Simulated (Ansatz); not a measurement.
## CH₆BFGe, SMILES B[CH2][GeH2][F]: a ladder of methods at one geometry, step by step

Program: Ansatz 0.2.0, Python API.

Typed at the interpreter:
```pycon
>>> from dataclasses import dataclass
>>> import ansatz as az
>>> from ase import Atoms
>>> @dataclass(frozen=True)
... class Settings:
...     basis_set: str = "def2-SVP"
...
>>> settings = Settings()
>>> atoms = Atoms(["B", "C", "Ge", "F", "H", "H", "H", "H", "H", "H"], positions=[
...     (-1.2982, 0.7431, -0.3558),
...     (-0.4626, -0.5288, -0.403),
...     (1.1911, -0.1987, 0.5037),
...     (2.2756, -1.6476, 0.4754),
...     (-1.6745, 1.3004, -1.3936),
...     (-1.6899, 1.2606, 0.6654),
...     (-0.226, -0.8072, -1.4509),
...     (-0.9627, -1.3348, 0.0955),
...     (0.9437, 0.2098, 2.0319),
...     (1.9865, 0.9521, -0.1656),
... ])
>>> geometry = az.Crystal.molecule_from_ase(atoms)
>>> base = geometry.calculation().basis(gaussian=settings.basis_set)
>>> methods = ["mp2", "ccsd", "ccsd_t"]
>>> reports = [base.correlation(m).run(threads=1).report for m in methods]
>>> print(f"Hartree-Fock reference {reports[0]['reference_energy_ev'] / 27.211386246:.6f} Ha")
Hartree-Fock reference -2240.467564 Ha
>>> best = reports[-1]["free_energy_ev"] - reports[-1]["reference_energy_ev"]
>>> for method, each in zip(methods, reports):
...     gained = each["free_energy_ev"] - each["reference_energy_ev"]
...     print(f"{method:8s} total {each['free_energy_ev'] / 27.211386246:.6f} Ha  correlation {gained:9.4f} eV  ({100 * gained / best:.1f} % of the last)")
...
mp2      total -2241.113637 Ha  correlation  -17.5806 eV  (92.5 % of the last)
ccsd     total -2241.149046 Ha  correlation  -18.5441 eV  (97.6 % of the last)
ccsd_t   total -2241.165795 Ha  correlation  -18.9999 eV  (100.0 % of the last)
```

Notes:
- Total energies depend on the basis set; only differences at equal settings carry meaning.
- The geometry is a force-field or estimated start, not a minimum of this method, and the basis set is short of its limit. A lower total doesn't mark the better method: functionals have no common bound, and MP2 and coupled cluster aren't variational.
- Inner cores stay frozen; a filled d shell under the valence of the heavier atoms is correlated with it.
- Run time: 39 s on 1 thread of Arm Neoverse V1, with other jobs on the host, peak memory 0.54 GiB.
